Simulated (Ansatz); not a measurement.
**CdCP2: the cell at several levels of theory**

How does the equilibrium cell of CdCP2 as one 8-atom ordering (I-42d) on the zincblende lattice depend on the functional? It is relaxed with PBE and r2SCAN. This is a trial cell built on a prototype, not taken from a measured structure, and it needn't be the compound's ground state.

Program: Ansatz 0.2.0. PAW datasets, plane waves, zero pressure. All values are calculated for a non-magnetic cell, which may be hypothetical.

### Step 1. The structure to begin with

This is the cell as the run starts from it, not yet at rest; its lengths are not the crystal's.

The symmetry is I-42d (No. 122, tetragonal); a = 4.922 Å, c = 9.844 Å in the conventional setting, 14.91 Å³ an atom. Around Cd lie 4 P at 2.13 Å; around P lie 2 Cd at 2.13 Å and 2 C at 2.13 Å; around C lie 4 P at 2.13 Å.

Coordinates:

```cif
data_structure
_symmetry_space_group_name_H-M 'P 1'
_symmetry_Int_Tables_number 1
_cell_length_a 6.0282
_cell_length_b 6.0282
_cell_length_c 6.0282
_cell_angle_alpha 131.810
_cell_angle_beta 131.810
_cell_angle_gamma 70.529
_cell_volume 119.24
loop_
_atom_site_label
_atom_site_type_symbol
_atom_site_fract_x
_atom_site_fract_y
_atom_site_fract_z
_atom_site_occupancy
Cd1 Cd 0.00000 0.00000 0.00000 1
P1 P 0.37500 0.37500 0.50000 1
Cd2 Cd 0.75000 0.25000 0.50000 1
P2 P 0.12500 0.62500 0.00000 1
C1 C 0.50000 0.50000 0.00000 1
P3 P 0.87500 0.87500 0.50000 1
C2 C 0.25000 0.75000 0.50000 1
P4 P 0.62500 0.12500 0.00000 1
```

### Step 2. Relaxing with PBE

The input, input.yaml:

```yaml
crystal:
  lattice:
    - [-2.4610132574, 2.4610132574, 4.9220265149]
    - [2.4610132574, -2.4610132574, 4.9220265149]
    - [2.4610132574, 2.4610132574, -4.9220265149]
  atoms:
    - { symbol: Cd, position: [0.0, 0.0, 0.0] }
    - { symbol: P, position: [0.375, 0.375, 0.5] }
    - { symbol: Cd, position: [0.75, 0.25, 0.5] }
    - { symbol: P, position: [0.125, 0.625, 0.0] }
    - { symbol: C, position: [0.5, 0.5, 0.0] }
    - { symbol: P, position: [0.875, 0.875, 0.5] }
    - { symbol: C, position: [0.25, 0.75, 0.5] }
    - { symbol: P, position: [0.625, 0.125, 0.0] }
kpoints:
  mp_grid: { grid: [6, 6, 6] }
hamiltonian:
  xc: pbe
scf:
  occupations: { method: fermi_dirac, width: 0.02 }
relax:
  f_tol: 0.005
  cell: {}
output:
  write_density: true
  write_potential: true
  elf: true
  volumetric_format: npy
```

The run is started by

```sh
ansatz run input.yaml --threads 2 --pin off --max-ram 18432MiB --backend cpu --events-out ev --progress --plain --runs-dir out
```

Standard output:

```text
Engine: ansatz 0.2.0, x86_64-unknown-linux-gnu
Pseudopotentials: kind: paw
Pseudopotential: Cd, paw, valence charge 20, recommended cutoff 420 eV (normal), Cd.paw.azcp
Pseudopotential: P, paw, valence charge 5, recommended cutoff 420 eV (normal), P.paw.azcp
Pseudopotential: C, paw, valence charge 4, recommended cutoff 420 eV (normal), C.paw.azcp
Functional definition: PBE
  parameter kappa = 0.804
  parameter beta = 0.06672455060314922
  exchange = pbe_x(kappa = kappa, mu = beta*pi^2/3)
  correlation = pbe_c(beta = beta)
Crystal: 8 atoms, lattice volume = 119.243 Å³
Basis set: ecut = 420 eV, 2357 PW (Γ), exchange–correlation on 90×90×90 points (8 copies of the dense FFT grid, shifted against one another)
Bands: 42, of which v1, the nominal top of the filled ones, is band 34 counted from 1 (33 counted from 0)
Symmetry: 8 space group operations
Space group: I-42d (ITA 122), of the structure as read, at distance tolerance 4.9e-5 Å
k-points: 30 of 216 (time reversal used)
Non-local potential: Cd, projectors of the file, l = 0: 3, l = 1: 2, l = 2: 2, l = 3: 1
Non-local potential: P, projectors of the file, l = 0: 2, l = 1: 2, l = 2: 2
Non-local potential: C, projectors of the file, l = 0: 2, l = 1: 2, l = 2: 1
PAW form: soft (Blöchl's): semilocal exchange-correlation on the pseudo side does not see the compensation charge
PAW one-centre angular grid: Cd, 590 points (default); XC on 64 Gauss nodes
PAW one-centre angular grid: P, 110 points (default); XC on 64 Gauss nodes
PAW one-centre angular grid: C, 110 points (default); XC on 64 Gauss nodes
Initial density: superposition of atomic densities (neutral atoms: chi_scale 0, normalization atom), corrected by the library's trained network
Initial wavefunctions: pseudopotential atomic-orbital guess
Functional: x = pbe(κ = 0.804, μ = 0.2195149727645171), c = pbe(β = 0.06672455060314922)
SCF iter   1: F=—  HF=-20020.857769 eV  |F-HF|=—  |Δ(HF+E_count)|=         —  Δρ=3.68e-3  dr2=1.57e-2  ethr=1.77e-3  ⟨swp⟩=8.5  Hψ=6042  notcnv=0
preconditioner: auto → Resta (q_TF=auto, 2.484 Å⁻¹)  ε∞=6.0  [insulator: Δε(μ)=0.374 eV  Ē_g=10.980 eV  σ=0.020 eV  W_gap=1.00  n_scr=30 (ndim 8)  ℏωp=24.5 eV  f_vac=0.000  D(μ)=0.00/eV (n_scr^D=0)  ε∞_Penn≈6.0]
SCF iter   2: F=—  HF=-20020.855952 eV  |F-HF|=—  |Δ(HF+E_count)|=   1.82e-3  Δρ=2.12e-3  dr2=5.25e-3  ethr=2.31e-5  ⟨swp⟩=2.4  Hψ=2134  notcnv=0  defer=72
SCF iter   3: F=—  HF=-20020.856140 eV  |F-HF|=—  |Δ(HF+E_count)|=   1.88e-4  Δρ=3.13e-4  dr2=1.25e-4  ethr=7.72e-6  ⟨swp⟩=2.0  Hψ=1687  notcnv=0  defer=72
SCF iter   4: F=—  HF=-20020.856196 eV  |F-HF|=—  |Δ(HF+E_count)|=   5.53e-5  Δρ=1.04e-4  dr2=1.63e-5  ethr=1.83e-7  ⟨swp⟩=2.0  Hψ=1957  notcnv=0  defer=72
SCF iter   5: F=—  HF=-20020.856195 eV  |F-HF|=—  |Δ(HF+E_count)|=   7.37e-7  Δρ=2.46e-5  dr2=8.98e-7  ethr=2.40e-8  ⟨swp⟩=2.0  Hψ=1933  notcnv=0  defer=72
SCF iter   6: F=-20020.856196 eV  HF=-20020.856196 eV  |F-HF|=1.01e-8  |Δ(HF+E_count)|=   6.68e-7  Δρ=5.98e-6  dr2=3.83e-8  ethr=1.47e-10  ⟨swp⟩=10.6  Hψ=8348  notcnv=0
SCF 1 converged in 6 iterations: F = -20020.856196 eV  dr2 = 3.83e-8
relax step   1: F+E_penalty+E_count = -20020.85619563 eV  Δ(F+E_penalty+E_count) = +0.000e0 eV  max|allowed force component| = 9.029e0 eV/Å  Δτ_max = 0.0000 Å  P = +32.617 GPa  Ω = 119.243 Å³  (6 SCF iters, dr2 threshold 1.00e-7 eV, accepted)
[... from here on, the SCF cycles and remarks between the steps are left out ...]
relax step   2: F+E_penalty+E_count = -20026.99090297 eV  Δ(F+E_penalty+E_count) = -6.135e0 eV  max|allowed force component| = 4.273e0 eV/Å  Δτ_max = 0.1949 Å  P = +9.006 GPa  Ω = 127.295 Å³  energy of the carried Pulay correction = -5.888e-3 eV  (7 SCF iters, dr2 threshold 8.00e-7 eV, accepted)
relax step   3: F+E_penalty+E_count = -20029.40583072 eV  Δ(F+E_penalty+E_count) = -2.415e0 eV  max|allowed force component| = 1.056e0 eV/Å  Δτ_max = 0.1918 Å  P = +3.952 GPa  Ω = 126.620 Å³  energy of the carried Pulay correction = -5.409e-3 eV  (7 SCF iters, dr2 threshold 8.00e-7 eV, accepted)
relax step   4: F+E_penalty+E_count = -20029.85143800 eV  Δ(F+E_penalty+E_count) = -4.456e-1 eV  max|allowed force component| = 5.804e-2 eV/Å  Δτ_max = 0.0673 Å  P = +1.268 GPa  Ω = 128.466 Å³  energy of the carried Pulay correction = -6.713e-3 eV  (6 SCF iters, dr2 threshold 8.00e-7 eV, accepted)
relax step   5: F+E_penalty+E_count = -20029.93052212 eV  Δ(F+E_penalty+E_count) = -7.908e-2 eV  max|allowed force component| = 6.748e-3 eV/Å  Δτ_max = 0.0107 Å  P = -0.601 GPa  Ω = 129.990 Å³  energy of the carried Pulay correction = -7.774e-3 eV  (6 SCF iters, dr2 threshold 8.00e-7 eV, accepted)
relax step   6: F+E_penalty+E_count = -20029.94601135 eV  Δ(F+E_penalty+E_count) = -1.549e-2 eV  max|allowed force component| = 1.053e-1 eV/Å  Δτ_max = 0.0117 Å  P = +0.233 GPa  Ω = 128.385 Å³  energy of the carried Pulay correction = -6.656e-3 eV  (5 SCF iters, dr2 threshold 8.00e-7 eV, accepted)
relax step   7: F+E_penalty+E_count = -20029.94599001 eV  Δ(F+E_penalty+E_count) = +2.134e-5 eV  max|allowed force component| = 1.083e-1 eV/Å  Δτ_max = 0.0121 Å  P = +0.131 GPa  Ω = 128.308 Å³  energy of the carried Pulay correction = -6.601e-3 eV  (5 SCF iters, dr2 threshold 6.93e-7 eV, rejected (line search))
relax step   8: F+E_penalty+E_count = -20029.94757747 eV  Δ(F+E_penalty+E_count) = -1.566e-3 eV  max|allowed force component| = 7.905e-4 eV/Å  Δτ_max = 0.0059 Å  P = -0.016 GPa  Ω = 128.585 Å³  energy of the carried Pulay correction = -6.796e-3 eV  (8 SCF iters, accepted)
relax step   9: F+E_penalty+E_count = -20029.99449265 eV  Δ(F+E_penalty+E_count) = -4.692e-2 eV  max|allowed force component| = 1.716e-3 eV/Å  Δτ_max = 0.0000 Å  P = +0.451 GPa  Ω = 128.585 Å³  stress off target by 6.82e-1 GPa  SCF on the basis re-selected at this cell (its energy is not comparable with the rows above)  (7 SCF iters)
relax step  10: F+E_penalty+E_count = -20029.99793250 eV  Δ(F+E_penalty+E_count) = -3.440e-3 eV  max|allowed force component| = 7.481e-3 eV/Å  Δτ_max = 0.0020 Å  P = +0.126 GPa  Ω = 128.721 Å³  energy of the carried Pulay correction = -1.192e-4 eV  (5 SCF iters, dr2 threshold 8.00e-7 eV, accepted)
relax step  11: F+E_penalty+E_count = -20029.99795850 eV  Δ(F+E_penalty+E_count) = -2.600e-5 eV  max|allowed force component| = 3.953e-4 eV/Å  Δτ_max = 0.0009 Å  P = -0.005 GPa  Ω = 128.848 Å³  energy of the carried Pulay correction = -2.164e-4 eV  (5 SCF iters, dr2 threshold 6.24e-8 eV, accepted)
relax step  12: F+E_penalty+E_count = -20029.99829602 eV  Δ(F+E_penalty+E_count) = -3.375e-4 eV  max|allowed force component| = 3.465e-4 eV/Å  Δτ_max = 0.0000 Å  P = -0.004 GPa  Ω = 128.848 Å³  stress off target by 1.81e-2 GPa  SCF on the basis re-selected at this cell (its energy is not comparable with the rows above)  (5 SCF iters)
basis re-selected at this cell: Δ(F+E_penalty+E_count) = -3.375e-4 eV, ΔP = +0.001 GPa vs the last step (what re-selecting the basis moved, of the pressure what is left beyond the Pulay correction that the steps carried, after the strain that the cell walked since its last selection, with what the two solves' SCF thresholds leave and, on support functions, any second-order correction that the steps lacked; it is no measure of the basis error at this ecutwfc). This SCF's stress stands 1.81e-2 GPa from its target on what of the cell is left free (relax.cell.stress_tol is 5.00e-2 GPa) and its largest allowed force component is 3.47e-4 eV/Å (relax.f_tol is 5.00e-3 eV/Å): within both
SCF converged after 5 iterations
Free energy (F): -20029.998296 eV
Harris-Foulkes:  -20029.998296 eV  (|F-HF|=1.82e-11)
Internal energy: -20029.998201 eV  (E = F + TS)
E sigma→0 (E₀):  -20029.998249 eV
Entropy (-TS):   -0.000095 eV (-0.012 meV/atom)
Fermi energy:    10.528845 eV
--- Per-component energies (eV) ---
  E_band       = -844.012212
  E_kinetic    = 1464.878260
  E_local      = -7973.973261  (includes V_loc(G=0)·N_el)
  E_nonlocal   = 252.944359
  E_hartree    = 3668.225457
  E_xc         = -695.777076
  E_vxc        = -806.011648  (∫ρ·V_xc dr)
  E_paw        = -10638.693758  (= ΣΔE_a)
  E_vpaw       = -1118.301067  (= ΣTr[D̂ρ^β])
  E_aug_tail   = 0.000048  (compensation charges beyond the density's cutoff)
  E_ewald      = -6107.602230
  E_smearing   = -0.000095  (= −TS)
  E_closure    = -0.000000  (closes the sum)
  Σ components = -20029.998296   (vs F -20029.998296, Δ=0.00e0)
--- Forces (eV/Å), atoms counted from 1 ---
  atom   1  Cd     0.00000000    -0.00000000    -0.00000000
  atom   2  P     -0.00034653     0.00000000    -0.00000000
  atom   3  Cd     0.00000000    -0.00000000    -0.00000000
  atom   4  P     -0.00000000    -0.00034653    -0.00000000
  atom   5  C      0.00000000    -0.00000000    -0.00000000
  atom   6  P      0.00034653     0.00000000     0.00000000
  atom   7  C      0.00000000    -0.00000000     0.00000000
  atom   8  P     -0.00000000     0.00034653     0.00000000
  max |Σ_I F_I| component: 1.53e-16 eV/Å
--- Stress (GPa, compression-positive) ---
        0.002683       0.000000      -0.000000
        0.000000       0.002683       0.000000
       -0.000000       0.000000      -0.018114
  P = ⅓ Tr σ = -0.0042 GPa (-0.042 kbar)
--- Band table (eV; the first three rows and the last of 30) ---
  k-point 0: bands = ["-92.1296", "-92.1293", "-53.2508", "-53.2480", "-53.1638", "-53.1638", "-53.1615", "-53.1615", "-5.5506", "-2.5759", "-0.7195", "-0.7195", "-0.4062", "1.6187", "1.6303", "1.6569", "1.7357", "1.7357", "1.9784", "1.9886", "2.0367", "2.0367", "2.1493", "3.1136", "3.7499", "3.7499", "4.4808", "6.8728", "7.4725", "7.6361", "7.6361", "9.4177", "9.4177", "10.3404", "10.5852", "10.9502", "12.1815", "13.4003", "13.4003", "13.8346", "14.2921", "15.5201"]
[... 3 lines left out ...]
--- Relaxed structure (10 steps of the walk, 9 accepted, 2 SCFs on fresh bases) ---
  F+E_penalty+E_count = -20029.99829602 eV   max|allowed force component| = 3.465e-4 eV/Å   (the final SCF, on the basis selected at the relaxed cell)
  cell:  # Å, volume = 128.8483 Å³
    - [-2.757268682453438, 2.757268682453438, 4.237019745484739]
    - [2.757268682453438, -2.757268682453438, 4.237019745484739]
    - [2.757268682453438, 2.757268682453438, -4.237019745484739]
  atoms:
    - { symbol: Cd, position: [1.2996258346902467e-18, -1.9274111955153442e-20, 1.2803517227350932e-18] }
    - { symbol: P, position: [0.37499999999999994, 0.47117917922134167, 0.5961791792213417] }
    - { symbol: Cd, position: [0.75, 0.24999999999999994, 0.49999999999999994] }
    - { symbol: P, position: [0.22117917922134175, 0.625, 0.09617917922134173] }
    - { symbol: C, position: [0.5, 0.5, 1.7458989322806098e-18] }
    - { symbol: P, position: [0.875, 0.7788208207786582, 0.4038208207786582] }
    - { symbol: C, position: [0.24999999999999994, 0.75, 0.49999999999999994] }
    - { symbol: P, position: [0.5288208207786582, 0.12500000000000003, -0.09617917922134173] }
```

Wall time 61 s (2 threads of AMD EPYC 7R13 (Zen 3), shared host); peak memory 0.58 GiB.

Ionic steps:

```tsv
step	energy change (meV/atom)	largest force (eV/Å)	pressure (GPa)	volume (Å³/atom)
1	0.0	9.0293	32.62	14.905
2	-766.8	4.2733	9.01	15.912
3	-1068.7	1.0558	3.95	15.827
4	-1124.4	0.0580	1.27	16.058
5	-1134.3	0.0067	-0.60	16.249
6	-1136.2	0.1053	0.23	16.048
7*	-1136.2	0.1083	0.13	16.038
8	-1136.4	0.0008	-0.02	16.073
9	-1142.3	0.0017	0.45	16.073
10	-1142.7	0.0075	0.13	16.090
11	-1142.7	0.0004	0.00	16.106
12	-1142.8	0.0003	0.00	16.106
```

A star marks a trial step that the optimiser took back.

Step 9 solves the same cell on a plane-wave basis chosen anew, so the energy can jump there without a move.

The table lists every geometry solved, with passes on a fresh basis, whose energies don't compare exactly with the rows above.

|  | before | after | change |
| --- | --- | --- | --- |
| a (Å) | 4.922 | 5.515 | +12.04 % |
| c (Å) | 9.844 | 8.474 | -13.92 % |
| volume (Å³/atom) | 14.905 | 16.106 | +8.06 % |
| shortest distance (Å) | 2.131 | 1.934 | -9.24 % |
| space group | I-42d | I-42d | same |

Axes a, b and c in the maps are those of this run's conventional cell (a, b, c = 5.515, 5.515, 8.474 Å).

Density in a lattice plane of the grid's cell (edges 5.51 and 8.47 Å, at 0.000 of the third edge), which holds Cd and C.

Ten even steps from '0' (0.06 e/Å³) to '9' (26.56 e/Å³):
```
4200000000000002
0000000000000000
0000000000000000
0000000242000000
0000001595100000
0000000242000000
0000000000000000
0000000000000000
0000000000000000
0000000000000000
0000000000000000
0000000000000000
0000000000000000
0000000000000000
0000000000000000
0000000000000000
0000000000000000
0000000000000000
4200000000000002
9610000000000016
```
Columns run along the first of these edges and rows up along the second, over one cell in 16 and 20 even steps from the bottom left corner. Atoms in the plane (fractional): Cd at (0.00, 0.00), Cd at (0.50, 0.75), C at (0.00, 0.50), C at (0.50, 0.25).

ELF in the same plane.

Ten even steps from ' ' (0.00) to '@' (0.92):
```
##++--::....          ....::--++
----::......................::--
............::------::..........
      ....::--++##++--::....    
    ..::::::==##@@##==::::::..  
....::--::::--++##++--::::--::..
::::::----::::------::::----::::
****==::..................::==**
++****--....          ....--****
  ==##**--::::..  ..::----**##==
++%%@@%%**++==::..::==++**%%@@%%
**##%%##******--::--******##%%##
::--******##%%##**##%%##******--
..::==++**%%@@##++%%@@%%**++==::
  ..::----**##==  ==##**----::..
    ......--****++****--......  
..........::==******==::........
----::::----::::::::::----::::--
##++--::::--::......::--::::--++
@@##==::::::..      ..::::::==##
```
Columns run along the first of these edges and rows up along the second, over one cell in 16 and 20 even steps from the bottom left corner. Atoms in the plane (fractional): Cd at (0.00, 0.00), Cd at (0.50, 0.75), C at (0.00, 0.50), C at (0.50, 0.25).

Both are smooth fields of the valence electrons: close to the nuclei they are not physical.

The highest ELF values outside the cores: 0.95 in the shell around P, 0.8 Å from P; 0.94 on the P–Cd line, 0.9 Å from P; 0.90 on the C–P line, 0.8 Å from C.

(Part 1 of 2 ends here.)
